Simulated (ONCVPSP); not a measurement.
# An ONCV potential for fluorine, from input to tests

Task: generate the file, and judge it by its errors in other configurations, its logarithmic derivatives, its ghosts and its cutoff.

The numbers are computed with ONCVPSP 4.0.1 (LDA (Perdew-Wang 92), scalar-relativistic, spin-unpolarised reference atom).

**1. Settings**

Typed settings, in words:

```
element                 : fluorine (F, Z = 9)
type                    : optimised norm-conserving Vanderbilt (ONCV)
frozen core             : [He]
valence charge          : 7
reference configuration : 2s2 2p5
partial waves           : 2s: rc 0.75 bohr, ncon 5, nbas 8, qcut 8 1/bohr, 3 projectors, debl 0.9 Ha; 2p: rc 1.90 bohr, ncon 5, nbas 8, qcut 8.1 1/bohr, 3 projectors, debl 3.1 Ha
local potential         : polynomial inside 0.60 bohr (lpopt 5, dvloc0 6 Ha)
core correction         : Teter function, fcfact 2.5, rcfact 1.45
```

The nodes and maxima of the atom's own shells, from an earlier all-electron run, set the scale for the radii.

All-electron outer shells of the reference configuration (LDA (PZ), scalar-relativistic, ld1.x):

```tsv
shell	level (eV)	outermost node (bohr)	outermost maximum (bohr)
1s	-658.96	–	0.12
2s	-29.65	0.24	0.77
2p	-11.29	–	0.71
```

**2. The generation run**

F.dat reads:

```
# ATOM AND REFERENCE CONFIGURATION
# atsym  z   nc   nv     iexc    psfile
  F 9.00    1    2  -001012      upf
#
#   n    l    f
    1    0    2.00
    2    0    2.00
    2    1    5.00
#
# PSEUDOPOTENTIAL AND OPTIMIZATION
# lmax
    1
#
#   l,   rc,      ep,       ncon, nbas, qcut
    0    0.75    0.00    5    8    8.00
    1    1.90    0.00    5    8    8.10
#
# LOCAL POTENTIAL
# lloc, lpopt,  rc(5),   dvloc0
    4    5    0.60    6.00
#
# VANDERBILT-KLEINMAN-BYLANDER PROJECTORs
# l, nproj, debl
    0    3    0.90
    1    3    3.10
#
# MODEL CORE CHARGE
# icmod, fcfact, rcfact
    3    2.50    1.45
#
# LOG DERIVATIVE ANALYSIS
# epsh1, epsh2, depsh
   -3.00    5.00    0.02
#
# OUTPUT GRID
# rlmax, drl
    6.00    0.01
#
# TEST CONFIGURATIONS
# ncnf
    4
# nvcnf
#   n    l    f
    2
    2    0    2.00
    2    1    4.00
#
    2
    2    0    2.00
    2    1    3.00
#
    2
    2    0    2.00
    2    1    2.00
#
    2
    2    0    1.00
    2    1    5.00
#
```

Command:

```sh
$ oncvpsp.x < F.dat > F.out
```

**Question.** What will these runs give? Wanted: cutoffs for 1 and 0.1 mHa per electron, occupied waves; bound ghosts; GHOST(+) flags; largest test error; largest phase difference near zero energy, channels read; rms error of d²Exc/dn², without and with the model core; projector energies reset by the program.

**Answer**, as computed:

| quantity | value |
| --- | --- |
| cutoffs for 1 and 0.1 mHa per electron, occupied waves | 202 Ha and 269 Ha |
| bound ghosts | s at -600.72 eV |
| GHOST(+) flags | none at low energy |
| largest test error (AE − PS) | +2376 meV, for 2s2 2p2 |
| largest phase difference near zero energy, channels read | 0.000 rad |
| rms error of d²Exc/dn², without and with the model core | 1.99 and 1.17 mHa |
| projector energies reset by the program | s: -1.090, 0.250, 1.150 Ha |

In words: A bound ghost (s) makes it unfit for use: electrons can fall into a state that the atom doesn't have. The worst unpolarised test, 2s2 2p2, is off by 2376 meV on 118.8 eV; by total energies transferability rates as poor. That test lies far up in energy; among those under 40 eV, nearer to bonding, the largest error is 101 meV. The potential is very hard: the looser tolerance needs 202 Ha. At the looser tolerance the 2s wave is the slowest; 2p needs 24 Ha. Near zero energy the phases of the channels with partial waves agree within 0.001 rad.
